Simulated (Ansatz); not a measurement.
# HfB: the cost of one run

Computed with Ansatz 0.2.0 (DFT PBE, scalar-relativistic, plane waves, PAW, unless a step's input says otherwise).

1 further run of the same task is left out (set aside as unsound or not needed).

## Step 1: Starting point

Symmetry: Fm-3m, No. 225, cubic system. Conventional cell: a = 4.834 Å, b = 4.834 Å, c = 4.834 Å, α = 90.00°, β = 90.00°, γ = 90.00°. Hf (site symmetry m-3m) is surrounded by 6 B at 2.42 Å. Around B (site symmetry m-3m) lie 6 Hf at 2.42 Å.

Coordinates:

```cif
data_structure
_symmetry_space_group_name_H-M 'Fm-3m'
_symmetry_Int_Tables_number 225
_cell_length_a 4.8338
_cell_length_b 4.8338
_cell_length_c 4.8338
_cell_angle_alpha 90.000
_cell_angle_beta 90.000
_cell_angle_gamma 90.000
_cell_volume 112.94
loop_
_atom_site_label
_atom_site_type_symbol
_atom_site_symmetry_multiplicity
_atom_site_Wyckoff_symbol
_atom_site_fract_x
_atom_site_fract_y
_atom_site_fract_z
_atom_site_occupancy
Hf1 Hf 4 b 0.50000 0.00000 0.00000 1
B1 B 4 a 0.00000 0.00000 0.00000 1
```

This cell was relaxed beforehand with the same method: volume 14.12 Å³/atom, gap on the mesh none (metal).

## Step 2: The grid

The energy is mapped over a normal mode and a strain (zone-centre modes of the cell shown) (x along [1 0 0], y along [0 1 0], z along [0 0 1] of the conventional cell).

- amplitude of mode 4 (453 cm⁻¹), largest displacement in the unstrained cell: 5 values from −0.118 to 0.118 Å
- normal strain along x: 5 values from −7.0 to 7.0 %

Nothing else is relaxed (the pattern is fixed in fractional coordinates). Energies count from the relaxed high-symmetry cell. Points are written as (first, second).

The modes come from a phonon run on the reference cell, made beforehand.

The patterns, per unit of each coordinate (Å):

| atom | x1 | y1 | z1 |
| --- | --- | --- | --- |
| Hf1 | -0.061 | 0.000 | 0.000 |
| B2 | 1.000 | 0.000 | 0.000 |

## Step 3: Grid point (0.000 Å, 7.0 %)

input.yaml reads:

```yaml
crystal:
  lattice:
    - [0.0, 2.416878813, 2.416878813]
    - [2.5860603299, 0.0, 2.416878813]
    - [2.5860603299, 2.416878813, 0.0]
  atoms:
    - { symbol: Hf, position: [0.5, 0.5, 0.5] }
    - { symbol: B, position: [0.0, 0.0, 0.0] }
basis:
  ecutwfc: 520.0
kpoints:
  mp_grid: { grid: [16, 16, 16] }
hamiltonian:
  xc: pbe
scf:
  occupations: { method: gaussian, width: 0.15 }
output:
  forces: true
  stress: true
  eigenvalues: true
```

Command:

```
$ ansatz run input.yaml --threads 1 --pin off --max-ram 2048MiB --backend cpu --events-out ev --progress --plain --runs-dir out
```

**Question.** How long does this run take on 1 thread of Arm Neoverse V1, shared host, and how much memory does it need?

About 14 s, with a peak of 0.49 GiB.
